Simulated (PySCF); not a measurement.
# C₈H₈: magnetic properties

Aim: compute the magnetic properties of C₈H₈ (`C#CCCC=C=C=C`).

Computed with PySCF 2.14.0 and routines of our own; the level stands in each step. Atoms count from 0.

## 1. The starting structure

16 atoms, charge 0, multiplicity 1; geometry from: GFN2-xTB.

## 2. Magnetic properties: GIAO wB97X-D/pcSseg-1

The job: settings as JSON, then the geometry in Å.

```
{"job": {"kind": "mag", "xc": "wB97X-D", "basis": "pcSseg-1", "isotopologues": 2}, "charge": 0, "multiplicity": 1}
C     -3.488178     0.762776     0.677961
C     -2.642819     0.561499    -0.144609
C     -1.613815     0.285090    -1.125337
C     -0.636735    -0.800440    -0.637202
C      0.139683    -0.328876     0.553268
C      1.441424    -0.175030     0.551073
C      2.691800    -0.041517     0.500796
C      3.989800     0.113710     0.467895
H     -4.234408     0.952419     1.390101
H     -1.060449     1.205760    -1.334162
H     -2.091256    -0.048033    -2.052158
H     -1.208197    -1.692888    -0.364255
H      0.046399    -1.058107    -1.449186
H     -0.440782    -0.086633     1.434562
H      4.561051    -0.113266    -0.418233
H      4.538883     0.472479     1.323796
```

With the program's defaults for keys left out, this is: GIAO wB97X-D/pcSseg-1 magnetisability, rotational g tensor and spin-rotation constants, non-relativistic, gas phase.

The run is started by

```console
> OMP_NUM_THREADS=1 python excited_run.py task.json out
```

This one command runs all jobs of the session in turn.

The program printed:

```text
coarse grid: 13648 points
cycle   1  E = -309.2491707841  dE =  1.421e+00  |g| = 3.295e-01  |ddm| = 4.172e+00
cycle   2  E = -309.2736563767  dE = -2.449e-02  |g| = 2.124e-01  |ddm| = 7.058e-01
cycle   3  E = -309.2836707691  dE = -1.001e-02  |g| = 7.712e-02  |ddm| = 2.169e-01
cycle   4  E = -309.2849917186  dE = -1.321e-03  |g| = 3.460e-02  |ddm| = 8.951e-02
cycle   5  E = -309.2852953471  dE = -3.036e-04  |g| = 7.007e-03  |ddm| = 3.439e-02
cycle   6  E = -309.2853075621  dE = -1.222e-05  |g| = 2.332e-03  |ddm| = 8.031e-03
cycle   7  E = -309.2853095344  dE = -1.972e-06  |g| = 6.914e-04  |ddm| = 3.350e-03
final grid: 132640 points
cycle   8  E = -309.3423690534  dE = -1.727e-04  |g| = 3.935e-03  |ddm| = 1.155e-01
cycle   9  E = -309.3423711055  dE = -2.052e-06  |g| = 3.040e-03  |ddm| = 1.205e-02
cycle  10  E = -309.3423731613  dE = -2.056e-06  |g| = 8.260e-04  |ddm| = 3.098e-03
cycle  11  E = -309.3423733196  dE = -1.583e-07  |g| = 3.830e-04  |ddm| = 1.152e-03
cycle  12  E = -309.3423733542  dE = -3.465e-08  |g| = 8.376e-05  |ddm| = 3.505e-04
cycle  13  E = -309.3423733559  dE = -1.712e-09  |g| = 3.325e-05  |ddm| = 1.129e-04
cycle  14  E = -309.3423733563  dE = -3.519e-10  |g| = 7.455e-06  |ddm| = 5.383e-05
converged SCF energy = -309.3423733563

Magnetisability tensor (1e-30 J/T^2)
    -1095.81       42.74        8.36
       42.74    -1245.88       30.54
        8.36       30.54    -1169.34
isotropic -1170.34   principal values   -1265.14  -1164.42  -1081.47
isotropic susceptibility -70.480 1e-6 cm^3/mol

Inertial axes            a          b          c
rot. const./GHz      7.1309     0.7606     0.7251
chi total           -66.427    -69.939    -75.073
chi diamagnetic    -278.218  -1645.213  -1727.977
chi paramagnetic    211.790   1575.274   1652.904
quadrupole/D A        3.582      2.646     -6.227
g nuclear            0.6519     0.5582     0.5621
g electronic        -0.7095    -0.5629    -0.5631
g total             -0.0576    -0.0047    -0.0009

Spin-rotation constants (kHz, H = +C I.J)
atom  isotope        aa         bb         cc
  8     1H       -0.425     -0.034     -0.081
  9     1H       -0.602     -0.086      0.007
 10     1H       -0.562      0.000     -0.076
 11     1H       -0.579     -0.085      0.010
 12     1H       -0.476     -0.002     -0.083
 13     1H       -0.395      0.036     -0.075
 14     1H       -0.412      0.024     -0.076
 15     1H       -0.297      0.015     -0.079
  0    13C*       1.404      0.134      0.230
  1    13C*       1.550      0.128      0.261
  2    13C*       1.012      0.116      0.105
  3    13C*       1.252      0.129      0.124
  4    13C*       2.483      0.311      0.102
  5    13C*       2.825      0.309      0.265
  6    13C*       2.986      0.326      0.255
  7    13C*       2.104      0.275      0.092
* in the singly substituted isotopologue

Isotopologues: g along a, b, c
2H    at 8,9,10,11,12,1    -0.0446    -0.0042    -0.0008
13C   at 0                 -0.0568    -0.0046    -0.0009
```

Wall time 59 s (1 thread of Arm Neoverse N1, shared host); peak memory 0.9 GiB.

In short:

```
              quantity                      value
       magnetisability           -1170·10⁻³⁰ J/T²
  molar susceptibility         -70.5·10⁻⁶ cm³/mol
rotational g (a, b, c)  -0.0576, -0.0047, -0.0009
```

## 3. Magnetic properties: common gauge origin B3LYP/ANO-RCC-VDZP

Settings changed since step 2:

```diff
@@ -1,2 +1,2 @@
-{"job": {"kind": "mag", "xc": "wB97X-D", "basis": "pcSseg-1", "isotopologues": 2}, "charge": 0, "multiplicity": 1}
+{"job": {"kind": "mag", "xc": "B3LYP", "basis": "ANO-RCC-VDZP", "gauge": [0, 0, 0], "scf": {"guess": "atom"}}, "charge": 0, "multiplicity": 1}
 C     -3.488178     0.762776     0.677961
```

With the program's defaults for keys left out, this is: common gauge origin B3LYP/ANO-RCC-VDZP magnetisability, rotational g tensor and spin-rotation constants, non-relativistic, gas phase.

The program printed:

```text
final grid: 132640 points
cycle   1  E = -309.1758653375  dE =  2.205e+00  |g| = 1.171e+00  |ddm| = 6.027e+00
cycle   2  E = -309.1621737336  dE =  1.369e-02  |g| = 1.201e+00  |ddm| = 2.465e+00
cycle   3  E = -309.5643385362  dE = -4.022e-01  |g| = 3.115e-01  |ddm| = 1.629e+00
cycle   4  E = -309.5894227145  dE = -2.508e-02  |g| = 9.402e-02  |ddm| = 4.043e-01
cycle   5  E = -309.5915878532  dE = -2.165e-03  |g| = 3.064e-02  |ddm| = 1.053e-01
cycle   6  E = -309.5917964587  dE = -2.086e-04  |g| = 1.040e-02  |ddm| = 3.410e-02
cycle   7  E = -309.5918227133  dE = -2.625e-05  |g| = 3.418e-03  |ddm| = 1.274e-02
cycle   8  E = -309.5918255684  dE = -2.855e-06  |g| = 1.103e-03  |ddm| = 4.070e-03
cycle   9  E = -309.5918258622  dE = -2.938e-07  |g| = 4.496e-04  |ddm| = 1.588e-03
cycle  10  E = -309.5918259184  dE = -5.622e-08  |g| = 9.786e-05  |ddm| = 4.971e-04
cycle  11  E = -309.5918259206  dE = -2.207e-09  |g| = 4.027e-05  |ddm| = 1.200e-04
cycle  12  E = -309.5918259210  dE = -3.905e-10  |g| = 1.165e-05  |ddm| = 4.743e-05
converged SCF energy = -309.5918259210

Magnetisability tensor (1e-30 J/T^2)
    -1673.45     -424.83      517.57
     -424.83    -7272.89      -22.31
      517.57      -22.31    -7690.86
isotropic -5545.73   principal values   -7735.50  -7304.30  -1597.40
isotropic susceptibility -333.972 1e-6 cm^3/mol

Inertial axes            a          b          c
rot. const./GHz      7.1309     0.7606     0.7251
chi total           -96.228   -461.529   -444.158
chi diamagnetic    -276.704  -1644.320  -1727.850
chi paramagnetic    180.476   1182.791   1283.691
quadrupole/D A        2.445      2.564     -5.009
g nuclear            0.6519     0.5582     0.5621
g electronic        -0.6046    -0.4227    -0.4373
g total              0.0473     0.1356     0.1248

Spin-rotation constants (kHz, H = +C I.J)
atom  isotope        aa         bb         cc
  8     1H        0.170      0.210      0.217
  9     1H       -0.623     -0.242     -0.171
 10     1H       -0.137      0.005     -0.018
 11     1H       -0.371     -0.140     -0.075
 12     1H       -0.111     -0.166     -0.175
 13     1H       -0.384     -0.141     -0.236
 14     1H       -0.539      0.254      0.113
 15     1H       -0.172      0.276      0.164
  0    13C*       1.289      0.150      0.236
  1    13C*       1.279      0.087      0.198
  2    13C*       0.867      0.066      0.059
  3    13C*       1.099      0.077      0.074
  4    13C*       2.351      0.239      0.035
  5    13C*       2.726      0.223      0.188
  6    13C*       2.877      0.270      0.211
  7    13C*       2.029      0.307      0.125
* in the singly substituted isotopologue
```

Wall time 36 s (1 thread of Arm Neoverse N1, shared host); peak memory 0.74 GiB.

A normal end doesn't make this result sound: a common gauge origin replaces GIAOs, so the magnetic properties depend on where the origin lies.

## 4. What came out

| quantity | value |
| --- | --- |
| magnetisability (step 2, GIAO wB97X-D/pcSseg-1) | -1170·10⁻³⁰ J/T² |
| molar susceptibility (step 2, GIAO wB97X-D/pcSseg-1) | -70.5·10⁻⁶ cm³/mol |
| rotational g (a, b, c) (step 2, GIAO wB97X-D/pcSseg-1) | -0.0576, -0.0047, -0.0009 |
| runs | 0 failed, 1 ended on unsound input |

What this shows: The values above hold for this geometry and these levels alone. Vibrational averaging and real surroundings are missing from these values.
